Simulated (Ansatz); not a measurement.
# C₂H₅NOSi: how energies converge with the basis set

An exercise on one series of results from a longer session: the logs are not shown, and one member is left open.

Method: one geometry, several basis sets; program: Ansatz 0.2.0, Gaussian basis.

Levels to be run: PBE0-D4/def2-SVP; ωB97M-V/def2-SVP; PBE0-D4/def2-QZVPP; ωB97M-V/def2-QZVPP; the functionals' def2-TZVPP values are taken from earlier runs.

## Structure used throughout

All runs share one geometry, relaxed beforehand with PBE0-D4 in a triple-zeta def2 set.

SMILES `O=C=NC[SiH3]`, 10 atoms, charge 0, spin multiplicity 1.

Atoms are counted from 1 here; the program's logs count them from 0.

Bond lengths: O1–C2 1.169 Å, C2–N3 1.195 Å, N3–C4 1.432 Å, C4–Si5 1.896 Å, C4–H6 1.093 Å, C4–H7 1.095 Å, Si5–H8 1.485 Å, Si5–H9 1.484 Å, Si5–H10 1.487 Å. Angles: O1–C2–N3 173.9°, C2–N3–C4 140.9°, N3–C4–Si5 111.7°, N3–C4–H6 108.5°, N3–C4–H7 110.8°, Si5–C4–H6 109.1°, Si5–C4–H7 109.9°, H6–C4–H7 106.7°, C4–Si5–H8 108.9°, C4–Si5–H9 109.6°, C4–Si5–H10 109.0°, H8–Si5–H9 109.6°, H8–Si5–H10 109.9°, H9–Si5–H10 109.9°.

Set-up of the first run:

Contents of in.yaml:

```yaml
crystal:
  periodic: [false, false, false]
  atoms:
    - {symbol: O, position_ang: [-1.838563, -2.568095, 0.807122]}
    - {symbol: C, position_ang: [-1.335359, -1.732640, 0.162914]}
    - {symbol: N, position_ang: [-0.931101, -0.870863, -0.560090]}
    - {symbol: C, position_ang: [0.254116, -0.114457, -0.833369]}
    - {symbol: Si, position_ang: [0.604502, 1.157697, 0.527890]}
    - {symbol: H, position_ang: [0.120196, 0.406990, -1.784233]}
    - {symbol: H, position_ang: [1.117492, -0.776980, -0.956814]}
    - {symbol: H, position_ang: [0.787487, 0.444357, 1.817892]}
    - {symbol: H, position_ang: [-0.538589, 2.097494, 0.637534]}
    - {symbol: H, position_ang: [1.842918, 1.905298, 0.183955]}
basis:
  gaussian: {orbitals: def2-SVP}
hamiltonian: {xc: pbe0, dispersion: d4}
output: {orbitals: {seedname: orbitals}}
```

Command:

```
> ansatz run in.yaml --threads 4 --pin off --events-out ev --progress --plain --max-ram 10444MiB
```

Steps of the session up to this table: PBE0-D4 in def2-SVP; ωB97M-V in def2-SVP; PBE0-D4 in def2-QZVPP; ωB97M-V in def2-QZVPP.

One of the session's tables, all rows but one given; the rest of the session is left out.

It belongs to the step «Functionals by basis». 

```
functional       basis  HOMO (eV)  LUMO (eV)
   PBE0-D4    def2-SVP      -7.67       0.34
   PBE0-D4  def2-TZVPP      -7.76      -0.07
   PBE0-D4  def2-QZVPP          ?          ?
   ωB97M-V    def2-SVP      -9.83       2.29
   ωB97M-V  def2-TZVPP      -9.95       1.57
   ωB97M-V  def2-QZVPP      -9.97       1.15
```

Q: Estimate the row for PBE0-D4, def2-QZVPP from the others.

The run gave: HOMO (eV): -7.78; LUMO (eV): -0.25. In the column «HOMO (eV)» it lies between ωB97M-V, def2-SVP (-9.83) and PBE0-D4, def2-TZVPP (-7.76).
